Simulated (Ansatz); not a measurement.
Working through harmonic frequencies at the relaxed geometry of C2H4BClO, SMILES C=C(O)BCl

Computed with Ansatz's Python interface.

Run as a notebook:

**Cell 1**
```python
import ansatz as az
import numpy as np
```

**Cell 2**
```python
geometry_ang = [
    ('C', [1.0243, 0.0659, 0.8387]),
    ('C', [-0.102, -0.1686, 0.0857]),
    ('O', [-0.9794, -1.2148, 0.4196]),
    ('B', [-0.3538, 0.6951, -1.1909]),
    ('Cl', [-1.9126, 0.2919, -2.2267]),
    ('H', [1.6442, 0.94, 0.5685]),
    ('H', [1.2288, -0.4756, 1.7107]),
    ('H', [-0.7381, -1.7784, 1.2413]),
    ('H', [0.2772, 1.5983, -1.4639]),
]
geometry = az.Crystal.molecule()
for symbol, xyz in geometry_ang:
    geometry = geometry.atom(symbol, xyz)
```

**Cell 3**
```python
setup = (
    geometry.calculation()
    .basis(gaussian='def2-SVP')
    .functional('b3lyp')
)
symbols = [site.symbol for site in geometry.cartesian_sites]
start = np.array([site.position_ang for site in geometry.cartesian_sites], dtype=float)
report = setup.relax(force_tolerance=0.003, max_steps=100).run(threads=1).report
end = np.array(report['positions_ang'])
```

**Cell 4**
```python
print('bond        before    after (A)')
for i, j in [(0, 1), (0, 5), (0, 6), (1, 2), (1, 3), (2, 7), (3, 4), (3, 8)]:
    d0, d1 = (np.linalg.norm(xyz[i] - xyz[j]) for xyz in (start, end))
    print(f'{symbols[i]}{i}-{symbols[j]}{j}'.ljust(10), f'{d0:8.4f} {d1:8.4f}')
```
Output:
```text
bond        before    after (A)
C0-C1        1.3750   1.3536
C0-H5        1.1051   1.0905
C0-H6        1.0466   1.0971
C1-O2        1.4057   1.3590
C1-B3        1.5618   1.5546
O2-H7        1.0252   0.9682
B3-Cl4       1.9145   1.7524
B3-H8        1.1351   1.2013
```

**Cell 5**
```python
minimum = az.Crystal.molecule()
for symbol, xyz in zip(symbols, end):
    minimum = minimum.atom(symbol, xyz.tolist())
vibrating = (
    minimum.calculation()
    .basis(gaussian='def2-SVP')
    .functional('b3lyp')
    .phonons(temperatures=(200, 600, 100))
)
vib = vibrating.run(threads=1).report['vibrations']
sums = vib['harmonic_sums']
modes = [m['omega_inv_cm'] for m in sums['modes_at_gamma'] if m['rigid_motion'] == 'no']
print('frequencies (1/cm):', ' '.join(f'{w:.0f}' for w in modes))
print('imaginary modes:', sum(w < 0 for w in modes), ' zero-point energy:', round(sums['zero_point_energy_ev'], 4), 'eV')
print('T (K)   F_vib (eV)   S_vib (meV/K)   C_vib (meV/K)')
for row in zip(sums['temperatures_k'], sums['vibrational_free_energy_ev'], vib['entropy_ev_per_k'], vib['heat_capacity_ev_per_k']):
    print(f'{row[0]:6.1f} {row[1]:11.4f} {1000 * row[2]:13.4f} {1000 * row[3]:15.4f}')
```
Output:
```text
frequencies (1/cm): 88 177 359 438 501 520 728 782 826 883 908 988 1130 1206 1405 1429 1655 2656 3126 3250 3783
imaginary modes: 0  zero-point energy: 1.6638 eV
T (K)   F_vib (eV)   S_vib (meV/K)   C_vib (meV/K)
 200.0      1.6418        0.2698          0.3610
 300.0      1.6055        0.4589          0.5848
 400.0      1.5498        0.6547          0.7791
 500.0      1.4747        0.8459          0.9334
 600.0      1.3810        1.0272          1.0544
```

Caveats:
- The frequencies are harmonic and unscaled, in a modest basis. The result belongs to the one conformer reached from this start, and soft torsions count as harmonic oscillators.
- b3lyp holds the VWN-RPA fit, as in Gaussian; the form of ORCA and Turbomole is b3lyp5.
- Hardware and time: 2.9 min on 1 thread of Arm Neoverse V1, on a shared host, peak memory 0.27 GiB.

(Lines on the test bed's own set-up are left out of the output.)
